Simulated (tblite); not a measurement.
# CH8O3Si3: the cost of one run

Computed with tblite 0.8.0 and PySCF 2.14.0, with density-fitted response routines of our own, on a single molecule in the gas phase. Atoms are numbered from 0 throughout.

## (1) The starting structure

15 atoms, charge 0, multiplicity 1; geometry from: force field or distance geometry start.

Bonds of the start (Å): O0–C1 1.25, C1–O2 1.40, C1–Si3 1.85, Si3–Si4 2.22, Si4–O5 1.71, O5–Si6 1.71, O2–H7 1.01, Si3–H8 1.48, Si3–H9 1.45, Si4–H10 1.45, Si4–H11 1.49, Si6–H12 1.48, Si6–H13 1.45, Si6–H14 1.46.

## (2) Optimising the geometry with GFN2-xTB

What the job is given:

```
{"job": {"kind": "relax", "xc": "GFN2-xTB", "basis": "xTB"}, "charge": 0, "multiplicity": 1}
O      2.531100     1.170200    -1.600300
C      2.604700     0.500100    -0.547600
O      3.693800     0.604700     0.330300
Si     1.217000    -0.671600    -0.180300
Si    -0.581500     0.569300     0.232400
O     -1.701800    -0.462600     1.010700
Si    -3.055700    -0.634000    -0.023200
H      4.424500     1.264300     0.091900
H      1.553400    -1.498900     1.005200
H      0.969700    -1.464700    -1.371500
H     -0.274700     1.766600     0.997700
H     -1.123600     0.907700    -1.110900
H     -4.231500    -0.291000     0.803500
H     -2.896300     0.254400    -1.152600
H     -3.133400    -2.006500    -0.518500
```

The run is started by

```console
> OMP_NUM_THREADS=1 python probes_run.py task.json out
```

The driver reads the jobs from task.json and runs them one after another.

**Question.** How long does this first job take on 1 thread of Arm Neoverse N1, shared host?

About 1.5 s.
